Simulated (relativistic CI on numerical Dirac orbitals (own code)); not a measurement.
**Ag XXIX (Ag²⁸⁺): levels and lines**

Aim: the low levels of Ag²⁸⁺, their labels and the strongest lines; runs with one setting changed show what the result hangs on.

Program: relativistic CI on numerical Dirac orbitals (own code) version 4. Level of theory: Dirac-Coulomb-Breit CI, KLI orbitals optimised for each configuration, model QED (radiative potential, 1s self-energy scaled to tabulated hydrogen-like ionisation energies). These are calculated values, not measurements, unless marked.

**1. The system**

* ion: Ag²⁸⁺ (Ag XXIX)
* nuclear charge: 47
* electrons: 19
* isotope: A = 107
* first configuration typed: [Ar] 3d

The outer shells:

first configuration typed
```
[Ar] core
3d [↑ ][  ][  ][  ][  ]
```

**2. CI with the chosen configurations**

Settings of the run:

```ini
atom Ag  Z=47  charge=28  electrons=19
nucleus A=107  rms_radius_fm=4.5454
hamiltonian dirac-coulomb  breit=on  qed=on  c_scale=1
orbitals kli  potential=per-configuration
slater_scale 1
correlation none
mixing on
configurations
  [Ar] 3d
  [Ne] 3s2 3p5 3d2
  [Ne] 3s 3p6 3d2
  [Ar] 4s
  [Ar] 4p
  [Ar] 4d
  [Ne] 3s2 3p5 3d 4s
  [Ar] 4f
  [Ne] 3s2 3p5 3d 4p
  [Ne] 3p6 3d3
  [Ne] 3p5 3d4
  [Ne] 3p5 3d3 4s
end
```

Run with:

```
> python run_levels.py task.json out
```

One command runs all members of the session, one after another, from task.json.

**3. Correlation estimate p86**

The settings differ from step 2 so:

```diff
@@ -5,3 +5,3 @@
 slater_scale 1
-correlation none
+correlation p86
 mixing on
```

**4. Without configuration mixing**

The settings differ from step 3 so:

```diff
@@ -5,4 +5,4 @@
 slater_scale 1
-correlation p86
-mixing on
+correlation none
+mixing off
 configurations
```

**5. Without the Breit term**

The settings differ from step 4 so:

```diff
@@ -2,3 +2,3 @@
 nucleus A=107  rms_radius_fm=4.5454
-hamiltonian dirac-coulomb  breit=on  qed=on  c_scale=1
+hamiltonian dirac-coulomb  breit=off  qed=on  c_scale=1
 orbitals kli  potential=per-configuration
@@ -6,3 +6,3 @@
 correlation none
-mixing off
+mixing on
 configurations
```

(Steps that only read results are left out.)

**Question.** What will these runs give? Wanted: lowest level; first excitation; lowest level of the other parity; fastest E1 line; ionisation energy.

**Answer**, as computed:

| run | time | mean size of shift, levels followed (cm⁻¹) | lowest level | ionisation energy (eV) |
| --- | --- | --- | --- | --- |
| main run | 0.62 s | 0 | 3d 2D3/2 | 1534.8 |
| correlation estimate p86 | 0.59 s | 2132 | 3d 2D3/2 | 1536.5 |
| without configuration mixing | 0.58 s | 2271 | 3d 2D3/2 | - |
| without the Breit term | 0.43 s | 5303 | 3d 2D3/2 | 1535.4 |

The tabulated theoretical ionisation energy (NIST) is 1535 eV.

| quantity | value |
| --- | --- |
| lowest level | 3d 2D3/2 |
| first excitation | 3d 2D5/2, 67028 cm⁻¹ |
| lowest level of the other parity | 3p5 3d2 4D°1/2, 133.34 eV |
| levels in the model | 570 |
| fastest E1 line (by rate) to the lowest level among the lowest 200 of 570 levels | 1.623 nm, from 3p5 3d 4s [3p3/2^3 3d3/2 4s] J=5/2° (ii) |
| ionisation energy | 1534.8 eV |
| ionisation energy, tabulated theoretical (NIST) | 1535 eV |

In words: The lowest level is 3d 2D3/2, 100 % pure in LS and 100 % in jj coupling; over the low levels the means are 64 and 77 %, so jj coupling describes them better. The ionisation energy agrees with the tabulated theoretical value within its uncertainty of 4 eV. Of the changes tried, the run «without the Breit term» moves the low levels most, by 5303 cm⁻¹ on average. Lifetimes count radiative decay inside the model alone.
